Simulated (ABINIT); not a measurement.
Crystal: AlCu2.

```
Al Cu
1.0
     2.78693    0.00000    0.00000
     0.00000    2.78693    0.00000
     0.00000    0.00000    6.11676
Al Cu
1 2
Direct
  0.00000 0.00000 0.50000
  0.00000 0.00000 0.80915
  0.00000 0.00000 0.19085
```

The cell was built by a generator and needn't be a form met in nature.

| Quantity | Value |
| --- | --- |
| Program | ABINIT 10.8.3 (patched build) |
| Task | single point |
| Functional | PBE |
| Potentials or basis | JTH PAW PBE v2.0 |
| Cutoff | 707 eV |
| k mesh | 10 × 10 × 5 |
| Occupations | fermi-dirac, width 0.05 eV |
| Spin | no spin polarisation |

On this cell: pressure 24.6 GPa; largest force 5.936 eV/Å; band gap on the k mesh none (metal or under the smearing width).

The same run follows on a disturbed copy (atoms moved at random, drawn with an rms of 0.05 Å):

```
Al Cu
1.0
     2.78693    0.00000    0.00000
     0.00000    2.78693    0.00000
     0.00000    0.00000    6.11676
Al Cu
1 2
Direct
  0.00762 0.98886 0.49718
  0.00991 0.99936 0.80918
  0.99351 0.01030 0.19454
```

Problem. What does the disturbed cell give?

Solution. The energy (extrapolated to zero smearing) moves by +48.7 meV/atom; pressure 25.5 GPa; largest force 7.205 eV/Å; band gap on the k mesh none (metal or under the smearing width).

Forces in eV/Å, atoms in the order of the input:
```
Al   0.170 -0.408  1.628
Cu   0.063  0.088  5.566
Cu  -0.233  0.321 -7.194
```

Stress tensor (GPa, compression positive):
```
-7.98 -0.04  1.15
-0.04 -7.96 -0.95
 1.15 -0.95 92.46
```

Caveats: the atomic spheres overlap; so large a pressure means that the cell lies far from this level's equilibrium, or that cutoff or potentials fall short (some runs); forces of over 1 eV/Å show positions far from the minimum, so gaps and moduli don't describe the material at rest (some runs).
